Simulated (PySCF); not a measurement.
# Tl(SH)3: other functionals and bases at one geometry

One table from this session's results is given with a row withheld; the runs are named, their logs left out.

Computed with PySCF 2.14.0. Level: several levels, as the steps say, no spin–orbit coupling.

2 further runs of the same task are left out: 1 for a known fault of the program, 1 that didn't finish. Runs told in other sessions of the task aren't counted.

### The starting structure

7 atoms, charge 0, spin multiplicity 1.

Bond lengths: Tl1–S2 2.498 Å, Tl1–S4 2.506 Å, Tl1–S6 2.491 Å, S2–H3 1.365 Å, S4–H5 1.364 Å, S6–H7 1.364 Å. Angles: S2–Tl1–S4 121.2°, S2–Tl1–S6 119.8°, S4–Tl1–S6 119.0°, Tl1–S2–H3 92.2°, Tl1–S4–H5 92.5°, Tl1–S6–H7 91.6°.

As a file:

```
Tl    0.7119   -0.1954    0.1751
S    -0.5969    0.3333    2.2359
H    -1.7228    0.6049    1.5142
S    -0.4042   -0.3709   -2.0615
H    -1.6404   -0.1565   -1.5272
S     3.1672   -0.5838    0.3343
H     3.2493   -0.8582   -0.9995
```

Formal oxidation states: Tl +3. An earlier session relaxed this geometry at PBE, Tl def2-SVP with ECP60, S def2-SVP, H def2-SVP (singlet, point group C1).

At PBE on the finer grid: E = -1368.090916 Eh, HOMO -6.11 eV, LUMO -3.53 eV, Mulliken charge on Tl1 +0.33 e, largest force component 0.023 eV/Å. 

Levels to run: revPBE; M06-L; r2SCAN; BLYP; PBE, TZVP; PBE, x2c-SVP. Hardware: 2 threads of Arm Neoverse N1, shared host.

Set-up of the first run:

Contents of run.py (the lines that set the calculation):

```python
mol = gto.M(atom='''
Tl     0.71190    -0.19537     0.17507
S     -0.59695     0.33329     2.23593
H     -1.72278     0.60495     1.51423
S     -0.40423    -0.37091    -2.06155
H     -1.64040    -0.15654    -1.52717
S      3.16718    -0.58376     0.33430
H      3.24933    -0.85821    -0.99948''',
    basis={'Tl': 'def2-SVP', 'S': 'def2-SVP', 'H': 'def2-SVP'},
    ecp={'Tl': 'def2-SVP'},
    charge=0, spin=0)
mf = dft.RKS(mol, xc='PBE_R,PBE')
mf.grids.atom_grid = (75, 302)
mf = mf.density_fit()  # fitting sets: Tl def2-universal-JKFIT, S def2-universal-JKFIT, H def2-universal-JKFIT
mf.conv_tol = 1e-08; mf.max_cycle = 55
mf.kernel(dm0)  # dm0: the density of the relaxed state
```

Run with:

```console
$ OMP_NUM_THREADS=2 python run.py
```

Among the steps run: revPBE; M06-L; r2SCAN; BLYP; PBE, TZVP; PBE, x2c-SVP.

One table of the session follows, with a row left open; its other results are not shown here.

| level | HOMO (eV) | gap (eV) | charge on Tl1 (e) | dipole (D) | largest force component (eV/Å) |
| --- | --- | --- | --- | --- | --- |
| PBE (relaxed here) | -6.11 | 2.58 | 0.33 | 1.52 | 0.02 |
| revPBE | ? | ? | ? | ? | ? |
| M06-L | -6.39 | 2.92 | 0.62 | 1.68 | 0.43 |
| r2SCAN | -6.46 | 2.93 | 0.43 | 1.66 | 0.33 |
| BLYP | -5.87 | 2.53 | 0.29 | 1.39 | 0.32 |
| PBE, TZVP | -6.33 | 2.61 | 0.61 | 1.24 | 0.37 |
| PBE, x2c-SVP | -6.11 | 2.55 | 0.46 | 1.49 | 0.16 |

**Question.** Estimate the row for revPBE.

**Answer.** HOMO (eV): -6.09; gap (eV): 2.61; charge on Tl1 (e): 0.37; dipole (D): 1.51; largest force component (eV/Å): 0.13. In the column «HOMO (eV)» it lies between PBE, x2c-SVP (-6.11) and BLYP (-5.87).

In one basis the gap runs from 2.53 eV (BLYP) to 2.93 eV (r2SCAN). The largest leftover force, 0.43 eV/Å with M06-L, stands at a geometry relaxed at another level. Total energies of different levels can't be compared.
